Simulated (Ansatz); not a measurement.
# C6H7NO: vertical ionisation energy

An exercise on one series of results from a longer session: the logs are not shown, and one member is left open.

Computed with Ansatz 0.2.0, Gaussian basis. Level: unrestricted cation, the program's frozen cores in correlated methods.

The runs, in order: UKS PBE-D4/def2-TZVPP; UKS r2SCAN-D4/def2-TZVPP; UKS PBE0-D4/def2-TZVPP; UKS B3LYP-D4/def2-TZVPP; UKS wB97X-V/def2-TZVPP; UKS wB97M-V/def2-TZVPP; UKS B2PLYP/def2-TZVPP; UHF-CCSD(T)/def2-TZVPP; UHF-MP2/def2-QZVPP; extrapolation to the limit; then −ε(HOMO) from the neutral's earlier runs with LDA (SPW92), PBE-D4, revPBE-D4, BLYP-D4, r2SCAN-D4, B97M-V, PBE0-D4, B3LYP-D4, r2SCANh-D4, r2SCAN0-D4, HSE06-D4, BHLYP-D4, CAM-B3LYP-D4, LC-ωPBE, ωB97X-V, ωB97M-V.

## Structure used throughout

The geometry comes from an earlier relaxation with PBE0-D4 in a triple-zeta def2 set; it is a stationary point, not always the lowest conformer.

SMILES `Nc1cccc(O)c1`, 15 atoms, charge 0, spin multiplicity 1.

Atoms are counted from 1 here; the program's logs count them from 0.

Bond lengths: N1–C2 1.384 Å, N1–H9 1.006 Å, N1–H10 1.006 Å, C2–C3 1.398 Å, C2–C8 1.393 Å, C3–C4 1.382 Å, C3–H11 1.084 Å, C4–C5 1.387 Å, C4–H12 1.084 Å, C5–C6 1.390 Å, C5–H13 1.085 Å, C6–O7 1.357 Å, C6–C8 1.386 Å, O7–H14 0.961 Å, C8–H15 1.084 Å. Angles: C2–N1–H9 115.7°, C2–N1–H10 115.5°, H9–N1–H10 112.7°, N1–C2–C3 120.5°, N1–C2–C8 120.3°, C3–C2–C8 119.2°, C2–C3–C4 119.8°, C2–C3–H11 119.8°, C4–C3–H11 120.4°, C3–C4–C5 121.4°, C3–C4–H12 119.3°, C5–C4–H12 119.3°, C4–C5–C6 118.6°, C4–C5–H13 120.9°, C6–C5–H13 120.5°, C5–C6–O7 122.2°, C5–C6–C8 120.8°, O7–C6–C8 117.0° and more.

Set-up of the first run:

Input file in.yaml:

```yaml
crystal:
  periodic: [false, false, false]
  atoms:
    - {symbol: N, position_ang: [0.952918, 1.327585, 1.885806]}
    - {symbol: C, position_ang: [0.495675, 0.528305, 0.853089]}
    - {symbol: C, position_ang: [1.102107, -0.703365, 0.587702]}
    - {symbol: C, position_ang: [0.598703, -1.514832, -0.411016]}
    - {symbol: C, position_ang: [-0.502343, -1.135423, -1.163494]}
    - {symbol: C, position_ang: [-1.101417, 0.090374, -0.895942]}
    - {symbol: O, position_ang: [-2.180549, 0.534421, -1.589478]}
    - {symbol: C, position_ang: [-0.610327, 0.917353, 0.101543]}
    - {symbol: H, position_ang: [0.714713, 2.303107, 1.820409]}
    - {symbol: H, position_ang: [1.910410, 1.178740, 2.157031]}
    - {symbol: H, position_ang: [1.960583, -1.018483, 1.170311]}
    - {symbol: H, position_ang: [1.075388, -2.467881, -0.611267]}
    - {symbol: H, position_ang: [-0.890036, -1.778948, -1.946443]}
    - {symbol: H, position_ang: [-2.421362, -0.125373, -2.245257]}
    - {symbol: H, position_ang: [-1.104462, 1.864419, 0.287006]}
basis:
  gaussian: {orbitals: def2-TZVPP}
total_charge: 1
magnetization: {spin_polarized: true, initial_magnetization: 1}
hamiltonian: {xc: pbe, dispersion: d4}
```

Command:

```
> ansatz run in.yaml --threads 2 --pin off --events-out ev --progress --plain --max-ram 32768MiB --backend cuda --devices 0, --max-vram 18GiB
```

Steps of the session up to this table: Cation, UKS PBE-D4/def2-TZVPP; Cation, UKS r2SCAN-D4/def2-TZVPP; Cation, UKS PBE0-D4/def2-TZVPP; Cation, UKS B3LYP-D4/def2-TZVPP; Cation, UKS wB97X-V/def2-TZVPP; Cation, UKS wB97M-V/def2-TZVPP; Cation, UKS B2PLYP (frozen core)/def2-TZVPP; Cation, UHF-CCSD(T)/def2-TZVPP; Cation, UHF-MP2/def2-QZVPP.

One of the session's tables, all rows but one given; the rest of the session is left out.

It belongs to the step «Ionisation energies side by side». Orbital estimates, from the neutral's runs:

| functional | −ε(HOMO) (eV) |
| --- | --- |
| LDA (SPW92) | 5.01 |
| PBE-D4 | 4.82 |
| revPBE-D4 | 4.74 |
| BLYP-D4 | 4.66 |
| r2SCAN-D4 | 5.00 |
| B97M-V | 5.01 |
| PBE0-D4 | 5.86 |
| B3LYP-D4 | 5.66 |
| r2SCANh-D4 | 5.40 |
| r2SCAN0-D4 | 6.00 |
| HSE06-D4 | 5.47 |
| BHLYP-D4 | 6.76 |
| CAM-B3LYP-D4 | 7.08 |
| LC-ωPBE | ? |
| ωB97X-V | 8.00 |
| ωB97M-V | 7.93 |

**Question.** Estimate the row for LC-ωPBE.

The run gave: −ε(HOMO) (eV): 8.33. In the column «−ε(HOMO) (eV)» it is the highest.
